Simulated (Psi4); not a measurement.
# A workflow on CH3ClSn (SMILES [CH3][Sn][Cl])

We compute a series of 10 runs (PBE-D4/def2-SVP, PBE0-D4/def2-TZVP, PBE-D4/def2-TZVPP, r2SCAN-D4/def2-TZVPP, B3LYP-D4/def2-TZVPP, PBE0-D4/def2-TZVPP, wB97M-V/def2-TZVPP, CCSD(T)/def2-TZVPP, and more) of CH3ClSn. 

The results are computed with Psi4 1.11.

## 1. The structure to begin with

CH3ClSn has 6 atoms, charge 0, and is taken as a singlet. As SMILES, `[CH3][Sn][Cl]`. The shape comes from GFN2-xTB, rattled, which is rough for such elements, and wasn't checked as a minimum. The run starts from this shape.

Bond lengths: C1–Sn2 2.320 Å, Sn2–Cl3 2.338 Å, C1–H4 1.180 Å, C1–H5 1.016 Å, C1–H6 1.074 Å. Angles: C1–Sn2–Cl3 95.6°, Sn2–C1–H4 107.1°, Sn2–C1–H5 111.6°, Sn2–C1–H6 115.6°, H4–C1–H5 103.6°, H4–C1–H6 107.4°, H5–C1–H6 110.7°.

## 2. A geometry optimisation at PBE-D4/def2-SVP (density fitting, core potential) (run 1)

job.inp

```
memory 3.3 GB

molecule geom {
  0 1
  C     -0.365143     0.544511    -0.295440
  Sn     0.102479    -0.636210     1.646177
  Cl     1.755499    -1.991200     0.697634
  H     -0.640353    -0.248476    -1.125444
  H      0.463991     1.000661    -0.665587
  H     -1.182112     1.238060    -0.230574
  symmetry c1
}

set basis def2-SVP
set scf_type df
set geom_maxiter 60
set max_force_g_convergence 0.0005

result, w = opt('pbe-d4', return_wfn=True)
print_variables()
```

The run is started by

```
$ psi4 -n 2 job.inp job.out
```

job.out:

```text
[...]
    !!!  WARNING: ECP capability is in beta. Please check occupations closely.  !!!
[...]
  Running in c1 symmetry.
[...]
  Nuclear repulsion =  159.253893448685147
[...]
  Multiplicity = 1
[...]
  Nalpha       = 24
  Nbeta        = 24
[...]
    Number of basis functions: 73
[...]
   @DF-RKS iter   1:  -713.57310509155764   -1.00603e+00   1.21927e-02 ADIIS/DIIS
[...]
   @DF-RKS iter   8:  -714.03173857536865   -1.13687e-12   2.68593e-09 DIIS
[...]
    Orbital Energies [Eh]
    ---------------------
    Doubly Occupied:
       1A   -100.602114     2A     -9.888436     3A     -9.136473
       4A     -6.963721     5A     -6.959687     6A     -6.957079
       7A     -4.905919     8A     -3.293436     9A     -3.286283
      10A     -3.278577    11A     -0.955692    12A     -0.953293
      13A     -0.946975    14A     -0.943616    15A     -0.941003
      16A     -0.697219    17A     -0.603992    18A     -0.413678
      19A     -0.352390    20A     -0.349297    21A     -0.281820
      22A     -0.261495    23A     -0.256408    24A     -0.203902
[...]
  @DF-RKS Final Energy:  -714.03173857536865
   => Energetics <=
    Nuclear Repulsion Energy =            158.2213814698042142
    One-Electron Energy =               -1380.5962471701834602
    Two-Electron Energy =                 560.9111058364068185
    DFT Exchange-Correlation Energy =     -52.5631056109990453
    Empirical Dispersion Energy =          -0.0048731003970058
    VV10 Nonlocal Energy =                  0.0000000000000000
    Total Energy =                       -714.0317385753686494
[...]
 Multipole Moments:
 ------------------------------------------------------------------------------------
     Multipole            Electronic (a.u.)      Nuclear  (a.u.)        Total (a.u.)
 ------------------------------------------------------------------------------------
 L = 1.  Multiply by 2.5417464519 to convert [e a0] to [Debye]
 Dipole X            :        -21.5513473           20.7770156           -0.7743317
 Dipole Y            :          7.7796711           -7.1728288            0.6068424
 Dipole Z            :         31.1695664          -30.8984202            0.2711462
 Magnitude           :                                                    1.0204742
[...]
  -Total Gradient:
     Atom            X                  Y                   Z
    ------   -----------------  -----------------  -----------------
       1       -0.000008678552     0.000066706792     0.000031322353
       2       -0.000085288286    -0.000095608222     0.000029637121
       3        0.000066881255     0.000014264212    -0.000196918541
       4       -0.000006155119    -0.000229274176     0.000027871765
       5       -0.000037034256     0.000194920674    -0.000100142345
       6        0.000090891722     0.000102196122     0.000017088383
[...]
    Final optimized geometry and variables:
    Molecular point group: c1
    Full point group: C1
    Geometry (in Angstrom), charge = 0, multiplicity = 1:
    C           -0.716137924961     1.262798167203    -1.530649683735
    SN          -0.338678899751     0.170836143877     0.364713081702
    CL           1.473525922635    -1.143088363996    -0.563624510914
    H           -1.036439474076     0.530715916062    -2.302741918718
    H            0.225927794514     1.728914430255    -1.887760070605
    H           -1.496942503563     2.041990162334    -1.418410851345
  Variable Map:
  ----------------------------------------------------------------------------
  "CURRENT ENERGY"                                 =>    -714.031738575369
  "CURRENT REFERENCE ENERGY"                       =>    -714.031738575369
[...]
```

On the terminal:

```text
Optimizer: Optimization complete!
```

It took 18 s on 2 threads of Intel Xeon Platinum 8375C at 2.90GHz (Ice Lake), shared host; peak memory 0.53 GiB.

Steps, from the record of the run:

```
step  energy from the first frame kept (eV)  largest force (eV/Å)
   0                                 0.0000                4.8074
   1                                -0.3511                0.6269
   2                                -0.3598                0.0748
   3                                -0.3607                0.0280
   4                                -0.3608                0.0119
```

After the run. Bond lengths: C1–Sn2 2.220 Å, Sn2–Cl3 2.423 Å, C1–H4 1.111 Å, C1–H5 1.110 Å, C1–H6 1.109 Å. Angles: C1–Sn2–Cl3 93.8°, Sn2–C1–H4 108.6°, Sn2–C1–H5 109.7°, Sn2–C1–H6 112.3°, H4–C1–H5 107.3°, H4–C1–H6 109.3°, H5–C1–H6 109.6°.

## 3. A structure relaxation at PBE0-D4/def2-TZVP (density fitting, core potential) (run 2)

calc.inp

```
memory 3.3 GB

molecule {
  0 1
  C     -0.316334     0.454220    -0.258137
  Sn     0.061125    -0.637742     1.637226
  Cl     1.873329    -1.951667     0.708889
  H     -0.636636    -0.277862    -1.030229
  H      0.625731     0.920336    -0.615247
  H     -1.097139     1.233412    -0.145898
  symmetry c1
}

set scf_type df
set geom_maxiter 50
set max_force_g_convergence 0.0002

opt("pbe0-d4/def2-TZVP")
```

The run is started by

```
$ psi4 -n 2 calc.inp calc.out
```

calc.out (excerpt; [...] marks lines left out):

```text
[...]
  Running in c1 symmetry.
[...]
  Nuclear repulsion =  158.221399746885083
[...]
  Multiplicity = 1
[...]
  Nalpha       = 24
  Nbeta        = 24
[...]
    Number of basis functions: 136
[...]
   @DF-RKS iter   1:  -713.85306707597306   -1.11213e+00   7.18268e-03 DIIS/ADIIS
[...]
   @DF-RKS iter   7:  -714.29734399062647   -3.93356e-11   7.19001e-09 DIIS
[...]
  @DF-RKS Final Energy:  -714.29734399062647
   => Energetics <=
    Nuclear Repulsion Energy =            161.0358594547063262
    One-Electron Energy =               -1386.5571071852587011
    Two-Electron Energy =                 551.1873804804482688
    DFT Exchange-Correlation Energy =     -39.9593148400125955
    Empirical Dispersion Energy =          -0.0041619005097696
    VV10 Nonlocal Energy =                  0.0000000000000000
    Total Energy =                       -714.2973439906264730
[...]
 Multipole Moments:
 ------------------------------------------------------------------------------------
     Multipole            Electronic (a.u.)      Nuclear  (a.u.)        Total (a.u.)
 ------------------------------------------------------------------------------------
 L = 1.  Multiply by 2.5417464519 to convert [e a0] to [Debye]
 Dipole X            :        -20.7440742           19.8974582           -0.8466160
 Dipole Y            :          8.3551854           -7.6599936            0.6951917
 Dipole Z            :         30.7926889          -30.4968531            0.2958358
 Magnitude           :                                                    1.1347110
[...]
  -Total Gradient:
     Atom            X                  Y                   Z
    ------   -----------------  -----------------  -----------------
       1        0.000195827557     0.000243274365     0.000052425384
       2        0.000010300034    -0.000110362154    -0.000051250532
       3        0.000023887575     0.000033277000    -0.000103264903
       4       -0.000068171504    -0.000032433061     0.000024537685
       5       -0.000102971104    -0.000036421987    -0.000051845326
       6       -0.000033911615    -0.000064035702    -0.000028719900
[...]
    Final optimized geometry and variables:
    Molecular point group: c1
    Full point group: C1
    Geometry (in Angstrom), charge = 0, multiplicity = 1:
    C           -0.709578356598     1.233259288727    -1.504596423596
[...]
```

Standard output:

```text
Optimizer: Optimization complete!
```

Run time: 24 s. Hardware: 2 threads of Intel Xeon Platinum 8375C at 2.90GHz (Ice Lake), shared host; peak memory 0.84 GiB.

The path in brief:

```
step  energy from the first frame kept (eV)  largest force (eV/Å)
   0                                 0.0000                0.6413
   1                                -0.0341                0.1363
   2                                -0.0349                0.0303
   3                                -0.0350                0.0163
```

After the run. Bond lengths: C1–Sn2 2.178 Å, Sn2–Cl3 2.382 Å, C1–H4 1.094 Å, C1–H5 1.093 Å, C1–H6 1.092 Å. Angles: C1–Sn2–Cl3 93.9°, Sn2–C1–H4 108.8°, Sn2–C1–H5 109.4°, Sn2–C1–H6 112.2°, H4–C1–H5 107.4°, H4–C1–H6 109.3°, H5–C1–H6 109.6°.

Runs 3 to 9 aren't shown in full; the table further down has their settings and results.

## 4. A single-point energy at MP2/def2-QZVPP (density fitting, core potential, density fitting for correlation) (run 10)

job.in

```
memory 3.3 GB

molecule {
  C     -0.309775     0.424681    -0.232083
  Sn     0.074237    -0.632161     1.632825
  Cl     1.825591    -1.957822     0.712301
  H     -0.609065    -0.301394    -0.993773
  H      0.611936     0.900532    -0.577192
  H     -1.092628     1.178036    -0.125418
  units angstrom
  symmetry c1
}

set basis def2-QZVPP
set scf_type df
set num_frozen_docc 10

energy('mp2')
print_variables()
```

The run is started by

```
$ psi4 job.in job.out -n 2
```

job.out:

```text
[...]
    !!!  WARNING: ECP capability is in beta. Please check occupations closely.  !!!
[...]
  Running in c1 symmetry.
[...]
  Nuclear repulsion =  161.035821642747550
[...]
  Multiplicity = 1
[...]
  Nalpha       = 24
  Nbeta        = 24
[...]
    Number of basis functions: 299
[...]
   @DF-RHF iter   1:  -712.34713986179815   -1.63078e+00   2.24624e-03 DIIS/ADIIS
[...]
   @DF-RHF iter  12:  -712.56090503550274   -1.13346e-10   9.32873e-09 DIIS
[...]
    Orbital Energies [Eh]
    ---------------------
    Doubly Occupied:
       1A   -104.794976     2A    -11.213807     3A    -10.520984
       4A     -7.987543     5A     -7.986823     6A     -7.986621
       7A     -5.880832     8A     -4.073622     9A     -4.067758
      10A     -4.061730    11A     -1.342889    12A     -1.339152
      13A     -1.332028    14A     -1.331387    15A     -1.325220
      16A     -1.043277    17A     -0.930382    18A     -0.591825
      19A     -0.559879    20A     -0.554858    21A     -0.452294
      22A     -0.440626    23A     -0.431678    24A     -0.327000
[...]
  @DF-RHF Final Energy:  -712.56090503550274
   => Energetics <=
    Nuclear Repulsion Energy =            161.0358216427475497
    One-Electron Energy =               -1386.0390709038533714
    Two-Electron Energy =                 512.4423442256030512
    Total Energy =                       -712.5609050355027421
[...]
 Multipole Moments:
 ------------------------------------------------------------------------------------
     Multipole            Electronic (a.u.)      Nuclear  (a.u.)        Total (a.u.)
 ------------------------------------------------------------------------------------
 L = 1.  Multiply by 2.5417464519 to convert [e a0] to [Debye]
 Dipole X            :        -20.8105946           19.8974719           -0.9131227
 Dipole Y            :          8.4281592           -7.6599989            0.7681602
 Dipole Z            :         30.7719750          -30.4968556            0.2751194
 Magnitude           :                                                    1.2245628
[...]
```

It took 7.2 s on 2 threads of Intel Xeon Platinum 8375C at 2.90GHz (Ice Lake), shared host; peak memory 0.85 GiB.

## 5. The series

```
run                                                                                  level  geom maxiter  max force g convergence  energy (Eh)  dipole moment (D)  HOMO energy (eV)  LUMO energy (eV)  wall time
  1                                      PBE-D4/def2-SVP (density fitting, core potential)            60                   0.0005  -714.031739               2.59             -5.55             -3.38       18 s
  2                                    PBE0-D4/def2-TZVP (density fitting, core potential)            50                   0.0002  -714.297344               2.88             -6.68             -2.72       24 s
  3                                    PBE0-D4/def2-TZVP (density fitting, core potential)             –                        –  -714.297344               2.88                 –                 –    3.1 min
  4                                    PBE-D4/def2-TZVPP (density fitting, core potential)             –                        –  -714.248837               2.69             -5.65             -3.42       11 s
  5                                 r2SCAN-D4/def2-TZVPP (density fitting, core potential)             –                        –  -714.515872               2.80             -5.90             -3.33       26 s
  6                                  B3LYP-D4/def2-TZVPP (density fitting, core potential)             –                        –  -714.593947               2.87             -6.51             -2.97       11 s
  7                                   PBE0-D4/def2-TZVPP (density fitting, core potential)             –                        –  -714.298442               2.88             -6.68             -2.72       11 s
  8                                   wB97M-V/def2-TZVPP (density fitting, core potential)             –                        –  -714.394142               2.94             -8.80             -1.00       27 s
  9  CCSD(T)/def2-TZVPP (density fitting, core potential, density fitting for correlation)             –                        –  -713.267997                  –             -8.88             -0.01    2.1 min
 10      MP2/def2-QZVPP (density fitting, core potential, density fitting for correlation)             –                        –  -713.479782                  –             -8.90             -0.06      7.2 s
```

## 6. Results

| quantity | value |
| --- | --- |
| run 10, MP2/def2-QZVPP: total energy | -713.47978 Eh |
| run 10, MP2/def2-QZVPP: HOMO energy (Hartree–Fock orbitals) | -8.90 eV |
| run 10, MP2/def2-QZVPP: LUMO energy (Hartree–Fock orbitals) | -0.06 eV |
| run 10, MP2/def2-QZVPP: HOMO–LUMO gap (Hartree–Fock orbitals) | 8.84 eV |
| run 10, MP2/def2-QZVPP: correlation energy (10 core orbitals frozen) | -918.9 mEh |

In words: Over runs 3, 4, 5, 6, 7, 8 the dipole moment (its size) runs from 2.69 D (PBE-D4/def2-TZVPP) to 2.94 D (wB97M-V/def2-TZVPP). Over runs 4, 5, 6, 7, 8 the HOMO–LUMO gap runs from 2.23 eV (PBE-D4/def2-TZVPP) to 7.81 eV (wB97M-V/def2-TZVPP). Totals of different functionals can't be ranked against each other. All runs together took 7.5 min, the longest 3.1 min.
